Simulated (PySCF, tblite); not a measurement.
# C8H13BO: geometry, infrared bands and NMR shifts

Wanted: the infrared bands and NMR shifts of C8H13BO (`C=CCOBC12CC(C1)C2`), by calculation.

Computed with tblite 0.8.0 and PySCF 2.14.0, with density-fitted response routines of our own, on a single molecule in the gas phase. Atoms count from 0, in the outputs and in this text.

### 1 The starting structure

23 atoms, charge 0, multiplicity 1; geometry from: force field or distance geometry start.

Bonds of the start (Å): C0–C1 1.35, C1–C2 1.49, C2–O3 1.40, O3–B4 1.47, B4–C5 1.60, C5–C6 1.53, C6–C7 1.53, C7–C8 1.55, C7–C9 1.55, C8–C5 1.53, C9–C5 1.53, C0–H10 1.08, C0–H11 1.09, C1–H12 1.07, C2–H13 1.12, C2–H14 1.12, B4–H15 1.19, C6–H16 1.12, C6–H17 1.12, C7–H18 1.11, C8–H19 1.12, C8–H20 1.11, C9–H21 1.11, C9–H22 1.10.

### 2 Geometry optimisation with GFN2-xTB

What the job is given:

```
{"job": {"kind": "relax", "xc": "GFN2-xTB", "basis": "xTB"}, "charge": 0, "multiplicity": 1}
C      1.163300    -3.359700     1.043100
C      0.726700    -2.419000     0.177400
C      0.193100    -1.116100     0.670200
O      1.201200    -0.396400     1.328900
B      0.654600     0.880500     1.809800
C      0.759700     2.177600     0.881700
C      1.477100     3.476200     1.275600
C      0.884400     3.627100    -0.127400
C      1.421300     2.224400    -0.498200
C     -0.434100     2.977600     0.368000
H      1.538500    -4.301900     0.670700
H      1.114400    -3.190900     2.117900
H      0.768400    -2.622200    -0.869500
H     -0.170700    -0.548700    -0.228900
H     -0.683600    -1.312900     1.343700
H      0.149100     0.960300     2.880300
H      0.993000     4.080400     2.087100
H      2.589100     3.420500     1.337400
H      0.948600     4.532400    -0.763200
H      2.532500     2.122600    -0.518900
H      0.873800     1.700800    -1.314400
H     -1.005800     3.561700     1.126100
H     -1.050400     2.486900    -0.401200
```

On the command line:

```bash
$ OMP_NUM_THREADS=1 python probes_run.py task.json out
```

One launch serves the whole session: the jobs run in the order shown.

**Question.** This job is followed by: GFN2-xTB harmonic vibrations, gas phase; GIAO PBE0/pcSseg-1 NMR shielding, non-relativistic, gas phase. What will the session give for the following? strongest single infrared mode (GFN2-xTB); zero-point energy (GFN2-xTB); ¹³C shifts against TMS (PBE0/pcSseg-1, means over atoms taken as alike); ¹H shifts against TMS (PBE0/pcSseg-1, means over atoms taken as alike); ¹⁷O shifts against H2O (PBE0/pcSseg-1); ¹¹B shifts against BF3·OEt2 (PBE0/pcSseg-1).

**Answer**, as computed:

| quantity | value |
| --- | --- |
| strongest single infrared mode (GFN2-xTB) | 1375 cm⁻¹, 355 km/mol |
| zero-point energy (GFN2-xTB) | 120.7 kcal/mol |
| ¹³C shifts against TMS (PBE0/pcSseg-1, means over atoms taken as alike) | 143.0, 120.3, 71.0, 53.9, 38.6, 34.7 ppm |
| ¹H shifts against TMS (PBE0/pcSseg-1, means over atoms taken as alike) | 6.11, 5.99, 5.62, 5.05, 5.04, 2.53, 1.89 ppm |
| ¹⁷O shifts against H2O (PBE0/pcSseg-1) | 197.5 ppm |
| ¹¹B shifts against BF3·OEt2 (PBE0/pcSseg-1) | 43.0 ppm |

What this shows: The optimisation took 122 steps and gained 1.459 eV; among the close pairs (by a distance rule), O3–B4 changed most, from 1.470 to 1.324 Å. The lowest mode is imaginary (23i cm⁻¹), so the xTB geometry is not a minimum. The strongest single mode, at 1375 cm⁻¹, moves mainly B4 and O3. GFN2-xTB is a fitted tight-binding method: band positions and strengths are rough. Its intensities can rank the bands wrongly. The most deshielded carbon is C1 (alkene CH), at 143.0 ppm: as expected for a trigonal carbon in a double bond. The most deshielded hydrogen is H12 (hydrogen on an alkene CH), at 6.11 ppm: a vinylic proton, deshielded by the sp2 carbon and the C=C anisotropy. At PBE0/pcSseg-1: Shielding is most anisotropic at O3 (span 389 ppm, paramagnetic term -254 ppm).
